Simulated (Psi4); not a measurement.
**revTPSSh/LANL2DZ (density fitting, core potential, Cartesian functions) run of SiH4Te (SMILES [SiH3][TeH])**

Aim: a geometry optimisation of SiH4Te. The job is set up through a Python script.

The results are computed with Psi4 1.11.

2 further runs of the same task are left out: 1 that didn't finish, 1 set aside as unsound or not needed.

**1. The structure to begin with**

SiH4Te has 6 atoms, charge 0, and is taken as a singlet. As SMILES, `[SiH3][TeH]`. The shape is that of a PBE0-D4/def2-TZVP optimisation. The run starts from this shape.

Bond lengths: Si1–Te2 2.494 Å, Si1–H3 1.484 Å, Si1–H4 1.484 Å, Si1–H5 1.484 Å, Te2–H6 1.658 Å. Angles: Si1–Te2–H6 91.7°, Te2–Si1–H3 111.4°, Te2–Si1–H4 104.9°, Te2–Si1–H5 111.4°, H3–Si1–H4 109.9°, H3–Si1–H5 109.3°, H4–Si1–H5 109.9°.

**2. A geometry optimisation at revTPSSh/LANL2DZ (density fitting, core potential, Cartesian functions)**

The input, h4site.xyz:

```xyz
6
H4SiTe
Si    -0.296600    -0.269700    -0.519700
Te    -0.105900     0.800200     1.725000
H      0.381100    -1.589500    -0.550900
H     -1.754100    -0.446400    -0.735900
H      0.269400     0.597600    -1.582500
H      1.548100     0.843900     1.617900
```

The input, job.py:

```python
import psi4

psi4.set_memory('1600 MB')
psi4.set_num_threads(1)
psi4.set_output_file('h4site.out', False)

with open('h4site.xyz') as f:
    atoms = ''.join(f.readlines()[2:])
geom = psi4.geometry('0 1\n' + atoms + 'no_reorient\nno_com')

psi4.set_options({
    'basis': 'LANL2DZ',
    'reference': 'rks',
    'geom_maxiter': 40,
    'g_convergence': 'turbomole',
    'screening': 'density',
})

energy_value = psi4.optimize('revtpssh')
print(f'total energy {energy_value:.8f} hartree = {energy_value * 27.211386:.5f} eV')
print(geom.to_string(dtype='xyz', units='Angstrom'))
```

Command:

```
$ python job.py
```

h4site.out:

```text
[...]
    !!!  WARNING: ECP capability is in beta. Please check occupations closely.  !!!
[...]
  Running in c1 symmetry.
[...]
  Nuclear repulsion =   15.960505539196983
[...]
  Multiplicity = 1
[...]
  Nalpha       = 7
  Nbeta        = 7
[...]
    Number of basis functions: 24
[...]
   @DF-RKS iter   1:   -14.31447235219699   -1.24921e+00   3.94575e-03 DIIS/ADIIS
[...]
    !!!  WARNING: ECP capability is in beta. Please check occupations closely.  !!!
[...]
   @DF-RKS iter   6:   -14.32531613765006   -2.14939e-13   2.35154e-09 DIIS
[...]
    Orbital Energies [Eh]
    ---------------------
    Doubly Occupied:
       1A     -0.627222     2A     -0.533270     3A     -0.381084
       4A     -0.369505     5A     -0.349353     6A     -0.294827
       7A     -0.220172
[...]
  @DF-RKS Final Energy:   -14.32531613765006
   => Energetics <=
    Nuclear Repulsion Energy =             15.7029255840572297
    One-Electron Energy =                 -51.8133654156326884
    Two-Electron Energy =                  25.7179751727348780
    DFT Exchange-Correlation Energy =      -3.9328514788094733
    Empirical Dispersion Energy =           0.0000000000000000
    VV10 Nonlocal Energy =                  0.0000000000000000
    Total Energy =                        -14.3253161376500575
[...]
 Multipole Moments:
 ------------------------------------------------------------------------------------
     Multipole            Electronic (a.u.)      Nuclear  (a.u.)        Total (a.u.)
 ------------------------------------------------------------------------------------
 L = 1.  Multiply by 2.5417464519 to convert [e a0] to [Debye]
 Dipole X            :          2.6518676           -2.5732760            0.0785916
 Dipole Y            :         -6.2188199            6.0651639           -0.1536559
 Dipole Z            :        -13.8536988           13.5201637           -0.3335351
 Magnitude           :                                                    0.3755429
[...]
  -Total Gradient:
     Atom            X                  Y                   Z
    ------   -----------------  -----------------  -----------------
       1        0.000017972853    -0.000013370129    -0.000028084415
       2       -0.000009453607    -0.000006511178    -0.000014670160
       3        0.000001075011     0.000007807677    -0.000003291459
       4       -0.000006616099     0.000013042393     0.000029502119
       5        0.000003117361    -0.000006054239     0.000005598734
       6       -0.000007236732     0.000008703639     0.000018704794
[...]
    Final optimized geometry and variables:
    Molecular point group: c1
    Full point group: C1
    Geometry (in Angstrom), charge = 0, multiplicity = 1:
    SI          -0.307351679988    -0.283836646791    -0.550021894650
    TE          -0.096332796505     0.824991294905     1.770145638307
    H            0.371644289148    -1.596638731482    -0.567060188593
    H           -1.759406069377    -0.458628615085    -0.758214307695
    H            0.256832361587     0.589015668027    -1.601021171937
    H            1.576613895135     0.861197030426     1.660071924568
[...]
```

On the terminal:

```text
Optimizer: Optimization complete!
total energy -14.32531614 hartree = -389.81171 eV
6
0 1 H4SiTe
Si                   -0.307351679988    -0.283836646791    -0.550021894650
Te                   -0.096332796505     0.824991294905     1.770145638307
H                     0.371644289148    -1.596638731482    -0.567060188593
H                    -1.759406069377    -0.458628615085    -0.758214307695
H                     0.256832361587     0.589015668027    -1.601021171937
H                     1.576613895135     0.861197030426     1.660071924568
```

It took 19 s on 1 thread of Intel Xeon 6975P-C (Granite Rapids), shared host; peak memory 0.47 GiB.

The path in brief:

```csv
step,energy from the first frame kept (eV),largest force (eV/Å)
0,0.0000,0.8929
1,-0.0367,0.1033
2,-0.0384,0.0360
3,-0.0386,0.0094
4,-0.0386,0.0018
```

After the run. Bond lengths: Si1–Te2 2.580 Å, Si1–H3 1.478 Å, Si1–H4 1.477 Å, Si1–H5 1.478 Å, Te2–H6 1.677 Å. Angles: Si1–Te2–H6 91.8°, Te2–Si1–H3 110.8°, Te2–Si1–H4 104.9°, Te2–Si1–H5 110.8°, H3–Si1–H4 110.2°, H3–Si1–H5 109.9°, H4–Si1–H5 110.2°.

**3. Results**

Level: revTPSSh/LANL2DZ (density fitting, core potential, Cartesian functions).

| quantity | value |
| --- | --- |
| total energy at the end | -14.32532 Eh |
| dipole moment | 0.95 D |
| HOMO energy | -5.99 eV |
| LUMO energy | -1.27 eV |
| HOMO–LUMO gap | 4.72 eV |

What this shows: At the final geometry: Bond lengths: Si1–Te2 2.580 Å, Si1–H3 1.478 Å, Si1–H4 1.477 Å, Si1–H5 1.478 Å, Te2–H6 1.677 Å. Angles: Si1–Te2–H6 91.8°, Te2–Si1–H3 110.8°, Te2–Si1–H4 104.9°, Te2–Si1–H5 110.8°, H3–Si1–H4 110.2°, H3–Si1–H5 109.9°, H4–Si1–H5 110.2°. The optimisation took 5 steps and changed the energy by -0.039 eV.
